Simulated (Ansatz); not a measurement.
**C2H6NOSb: up Jacob's ladder to CCSD(T)**

The task here is to estimate one member of a computed series from the others.

Computed with Ansatz 0.2.0, Gaussian basis. Level: functionals in def2-TZVPP, the program's frozen cores in correlated methods.

Levels to be run: PBE-D4, r2SCAN-D4, PBE0-D4, B3LYP-D4, ωB97X-V, ωB97M-V, B2PLYP; CCSD(T)/def2-TZVPP; MP2/def2-QZVPP; extrapolation to the limit.

### The geometry

All runs share one geometry, relaxed beforehand with PBE0-D4 in a triple-zeta def2 set. Sb takes the def2 core potential; no spin-orbit term is included.

SMILES `C/C(O)=[N]\[SbH2]`, 11 atoms, charge 0, spin multiplicity 1.

Atoms are counted from 1 here; the program's logs count them from 0.

Bond lengths: C1–C2 1.498 Å, C1–H6 1.093 Å, C1–H7 1.093 Å, C1–H8 1.088 Å, C2–O3 1.353 Å, C2–N4 1.261 Å, O3–H9 0.968 Å, N4–Sb5 2.035 Å, Sb5–H10 1.708 Å, Sb5–H11 1.722 Å. Angles: C2–C1–H6 109.5°, C2–C1–H7 110.1°, C2–C1–H8 111.5°, H6–C1–H7 107.5°, H6–C1–H8 109.0°, H7–C1–H8 109.1°, C1–C2–O3 111.3°, C1–C2–N4 129.1°, O3–C2–N4 119.5°, C2–O3–H9 105.7°, C2–N4–Sb5 122.4°, N4–Sb5–H10 92.5°, N4–Sb5–H11 98.0°, H10–Sb5–H11 91.0°.

The first run:

in.yaml

```yaml
crystal:
  periodic: [false, false, false]
  atoms:
    - {symbol: C, position_ang: [-1.163292, -0.715819, 0.058839]}
    - {symbol: C, position_ang: [0.027633, -0.183674, 0.795182]}
    - {symbol: O, position_ang: [-0.160968, -0.229177, 2.133696]}
    - {symbol: N, position_ang: [1.104161, 0.285309, 0.334843]}
    - {symbol: Sb, position_ang: [1.526068, 0.293377, -1.656087]}
    - {symbol: H, position_ang: [-1.637056, 0.093516, -0.502466]}
    - {symbol: H, position_ang: [-0.850826, -1.476057, -0.661500]}
    - {symbol: H, position_ang: [-1.892626, -1.148563, 0.740665]}
    - {symbol: H, position_ang: [0.641628, 0.144762, 2.524153]}
    - {symbol: H, position_ang: [2.365052, 1.777759, -1.548914]}
    - {symbol: H, position_ang: [0.105627, 1.101665, -2.197911]}
basis:
  gaussian: {orbitals: def2-TZVPP}
hamiltonian: {xc: pbe, dispersion: d4}
output: {forces: true, orbitals: {seedname: orbitals}}
```

The run is started by

```sh
$ ansatz run in.yaml --threads 4 --pin off --events-out ev --progress --plain --max-ram 10444MiB
```

Steps of the session up to this table: PBE-D4 (GGA); r2SCAN-D4 (meta-GGA); PBE0-D4 (hybrid); B3LYP-D4 (hybrid); ωB97X-V (range-separated); ωB97M-V (range-separated); B2PLYP (double hybrid); CCSD(T) in def2-TZVPP; MP2 in def2-QZVPP.

One of the session's tables, all rows but one given; the rest of the session is left out.

| method | atoms, summed (eV) | atomisation energy (kJ/mol) |
| --- | --- | --- |
| PBE-D4 | -12199.922 | 4049.1 |
| r2SCAN-D4 | -12207.441 | 3917.2 |
| PBE0-D4 | -12201.646 | 3926.9 |
| B3LYP-D4 | -12210.454 | 3940.4 |
| ωB97X-V | -12205.292 | 3945.3 |
| ωB97M-V | -12204.485 | 3926.6 |
| B2PLYP | -12198.178 | 3875.4 |
| HF/def2-TZVPP | -12160.210 | 2597.2 |
| MP2/def2-TZVPP | -12178.011 | 3843.2 |
| CCSD/def2-TZVPP | -12179.837 | 3712.5 |
| CCSD(T)/def2-TZVPP | -12180.252 | 3793.2 |
| MP2/CBS | ? | ? |
| CCSD(T)/CBS | -12193.242 | 3918.1 |

Estimate the missing values for MP2/CBS.

The run gave: atoms, summed (eV): -12191.002; atomisation energy (kJ/mol): 3968.0. In the column «atoms, summed (eV)» it lies between CCSD(T)/CBS (-12193.242) and CCSD(T)/def2-TZVPP (-12180.252).

To keep in mind: Free atoms (2 C, 1 O, 1 N, 1 Sb, 6 H) were run apart at each level; the atomisation energy is their sum less the molecule, without zero-point or spin-orbit terms.
